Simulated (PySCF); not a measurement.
# CH9AsGaN: the cost of one run

Programs: PySCF 2.14.0, with density-fitted response routines of our own. Each step states its level of theory. These are calculated values for one molecule in the gas phase, unless marked as measured. Atoms count from 0, in the outputs and in this text.

## Step 1: The molecule as given

13 atoms, charge 0, multiplicity 1; geometry from: GFN2-xTB. The atoms were then displaced at random by about 0.01 Å, so the start is not that level's minimum.

Bonds of the start (Å): C0–N1 1.43, N1–Ga2 1.82, Ga2–As3 2.84, C0–H4 1.10, C0–H5 1.12, C0–H6 1.09, N1–H7 1.00, Ga2–H8 1.53, Ga2–H9 1.56, As3–H10 1.51, As3–H11 1.49, As3–H12 1.52.

## Step 2: Relaxing the molecule at PBE0-D3(BJ)/def2-SVP

What the job is given:

```
{"job": {"xc": "PBE0", "basis": "def2-SVP", "d3": "d3bj", "grid": 1, "shake": 0.01, "kind": "geom"}, "charge": 0, "multiplicity": 1}
C     -1.636910     0.807540    -0.477750
N     -1.128070    -0.338920     0.209130
Ga    -0.061240    -1.600410    -0.545120
As     2.208900     0.000300     0.041560
H     -1.318560     1.763230    -0.032280
H     -2.756660     0.842300    -0.496310
H     -1.293150     0.810180    -1.516960
H     -1.514160    -0.412480     1.131790
H      0.149900    -1.522110    -2.053710
H      0.269170    -2.861150     0.311960
H      1.895000     0.739120     1.317240
H      3.566360     0.601580    -0.001050
H      1.625230     1.153940    -0.760060
```

Command:

```console
$ OMP_NUM_THREADS=1 python probes_run.py task.json out
```

One launch serves the whole session: the jobs run in the order shown.

Q: Estimate the wall time and peak memory of this first job on 1 thread of Intel Xeon Platinum 8259CL at 2.50GHz, shared host.

About 2.1 min, with a peak of 0.53 GiB.
